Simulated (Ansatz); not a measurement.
# AsH7OSSi: the cost of one run

Method: PBE0-D4, def2-SVP first, then def2-TZVP; program: Ansatz 0.2.0, Gaussian basis.

152 further runs of the same task are left out: 152 set aside as unsound or not needed. Runs told in other sessions of the task aren't counted.

## (1) The starting structure

The guess: 11 atoms, charge 0, spin multiplicity 1.

Atoms are counted from 1 here; the program's logs count them from 0.

Bond lengths: Si1–H3 1.457 Å, Si1–H4 1.459 Å, Si1–O5 1.647 Å, Si1–As7 2.517 Å, S2–H8 1.327 Å, O5–H9 0.953 Å, H6–As7 1.649 Å, As7–H10 1.493 Å, As7–H11 1.502 Å. Angles: H3–Si1–H4 134.6°, H3–Si1–O5 103.1°, H3–Si1–As7 109.8°, H4–Si1–O5 102.9°, H4–Si1–As7 109.1°, O5–Si1–As7 84.6°, Si1–O5–H9 123.8°, Si1–As7–H6 62.7°, Si1–As7–H10 111.9°, Si1–As7–H11 124.6°, H6–As7–H10 79.8°, H6–As7–H11 75.5°, H10–As7–H11 93.3°.

As a file:

```xyz
11

Si    0.14140   -0.29820   -0.97310
S     1.65470   -1.24930    1.04100
H    -0.24680   -1.70270   -0.97980
H     1.36870    0.42670   -1.28460
O    -0.96240    0.39950   -1.97760
H     0.07360   -0.14310    1.31210
As   -1.09750    0.92150    0.84740
H     2.41020   -0.17070    1.20730
H    -0.99150    0.25090   -2.91890
H    -1.90470   -0.00810    1.69260
H    -0.44580    1.57340    2.03370
```

Distances that are to change: Si1–As7 2.52 Å, S2–H6 1.95 Å, Si1–S2 2.69 Å, H6–As7 1.65 Å.

## (2) Constrained relaxation of the guess

The input, hold/in.yaml:

```yaml
crystal:
  periodic: [false, false, false]
  atoms:
    - {symbol: Si, position_ang: [0.141400, -0.298200, -0.973100]}
    - {symbol: S, position_ang: [1.654700, -1.249300, 1.041000]}
    - {symbol: H, position_ang: [-0.246800, -1.702700, -0.979800]}
    - {symbol: H, position_ang: [1.368700, 0.426700, -1.284600]}
    - {symbol: O, position_ang: [-0.962400, 0.399500, -1.977600]}
    - {symbol: H, position_ang: [0.073600, -0.143100, 1.312100]}
    - {symbol: As, position_ang: [-1.097500, 0.921500, 0.847400]}
    - {symbol: H, position_ang: [2.410200, -0.170700, 1.207300]}
    - {symbol: H, position_ang: [-0.991500, 0.250900, -2.918900]}
    - {symbol: H, position_ang: [-1.904700, -0.008100, 1.692600]}
    - {symbol: H, position_ang: [-0.445800, 1.573400, 2.033700]}
basis:
  gaussian: {orbitals: def2-SVP}
hamiltonian: {xc: pbe0, dispersion: d4}
relax: {f_tol: 0.04, max_steps: 150, escape_saddle: false, constraints: [{distance: [0, 6]}, {distance: [1, 5]}, {distance: [0, 1]}, {distance: [5, 6]}]}
```

On the command line:

```
> ansatz run in.yaml --threads 8 --pin off --events-out ev --progress --plain --max-ram 19148MiB
```

**Question.** How long does this run take on 8 threads of Intel Xeon Platinum 8259CL at 2.50GHz, shared host?

About 67 s.
